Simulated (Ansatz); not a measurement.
# Ga2SiS: a closer look at a trial structure

This session takes a relaxed cell of Ga2SiS and sets out to compute bands, density of states and charges.

Method: DFT PBE, scalar-relativistic, plane waves, PAW, in Ansatz 0.2.0.

1 further run of the same task is left out (set aside as unsound or not needed). Runs told in other sessions of the task aren't counted.

## (1) The starting structure

The structure is hexagonal, space group P6/mmm (No. 191). The conventional cell has a = 2.750 Å, b = 2.750 Å, c = 10.488 Å, α = 90.00°, β = 90.00°, γ = 120.00°. Around Ga (site symmetry 6mm) lie 1 Si at 2.62 Å and 1 S at 2.63 Å and 6 Ga at 2.75 Å. Si (site symmetry 6/mmm) has 2 Ga at 2.62 Å and 6 Si at 2.75 Å in its first shell of neighbours. S (site symmetry 6/mmm) is surrounded by 2 Ga at 2.63 Å.

Structure file:

```
CELL_PARAMETERS angstrom
2.75027 0.00000 0.00000
-1.37513 2.38180 0.00000
0.00000 0.00000 10.48791
ATOMIC_POSITIONS crystal
Ga 0.00000 0.00000 0.75056
Ga 0.00000 0.00000 0.24944
Si 0.00000 0.00000 0.00000
S 0.00000 0.00000 0.50000
```

The cell was relaxed beforehand at this level, from a generated guess; it needn't be the stable form of this composition. At a tolerance of 0.05 Å it has space group P6/mmm (No. 191); it has 17.18 Å³/atom, an uncorrected energy of +0.25 eV/atom over the elements.

## (2) Static run: bands, density of states and charges

Input file input.yaml:

```yaml
crystal:
  lattice:
    - [2.7502682645, 0.0, 0.0]
    - [-1.3751341322, 2.3818021843, 0.0]
    - [0.0, 0.0, 10.4879058035]
  atoms:
    - { symbol: Ga, position: [0.0, 0.0, 0.7505649915] }
    - { symbol: Ga, position: [0.0, 0.0, 0.2494350085] }
    - { symbol: Si, position: [0.0, 0.0, 0.0] }
    - { symbol: S, position: [0.0, 0.0, 0.5] }
basis:
  ecutwfc: 420
kpoints:
  mp_grid: { grid: [18, 18, 6] }
  band_path:
    path:
      - [[0.0, 0.0, 0.0], [0.5, 0.0, 0.0], [0.33333333, 0.33333333, 0.0], [0.0, 0.0, 0.0], [0.0, 0.0, 0.5], [0.5, 0.0, 0.5], [0.33333333, 0.33333333, 0.5], [0.0, 0.0, 0.5]]
      - [[0.5, 0.0, 0.5], [0.5, 0.0, 0.0]]
      - [[0.33333333, 0.33333333, 0.5], [0.33333333, 0.33333333, 0.0]]
    npoints: 14
hamiltonian:
  xc: pbe
scf:
  occupations: { method: gaussian, width: 0.1 }
  n_extra_bands: 10
output:
  forces: true
  stress: true
  eigenvalues: true
  populations: true
  dos: { projected: true, de: 0.02, nscf_kmesh: { grid: [22, 22, 8] } }
  bader: true
  write_density: true
  write_potential: true
  elf: true
  volumetric_format: npy
```

Command:

```
> ansatz run input.yaml --threads 1 --pin off --max-ram 2560MiB --backend cpu --events-out ev --progress --plain --runs-dir out
```

Q: Predict the outcome of this session. Wanted: gap; states at the Fermi level; Bader charges.

**Answer**, as computed:

```
                 quantity                          value
                      gap                   none (metal)
states at the Fermi level           2.00 per eV per cell
            Bader charges  Ga +0.21, Si -0.11, S -0.32 e
```

What this shows: There is no gap at this level. Of the projected weight within 0.25 eV of the Fermi level, the largest part is S 3p (31 %) and Ga 4p (28 %). Bader charges go up to 0.3 e. The final runs have no spin polarisation, so a magnetic state may lie lower.
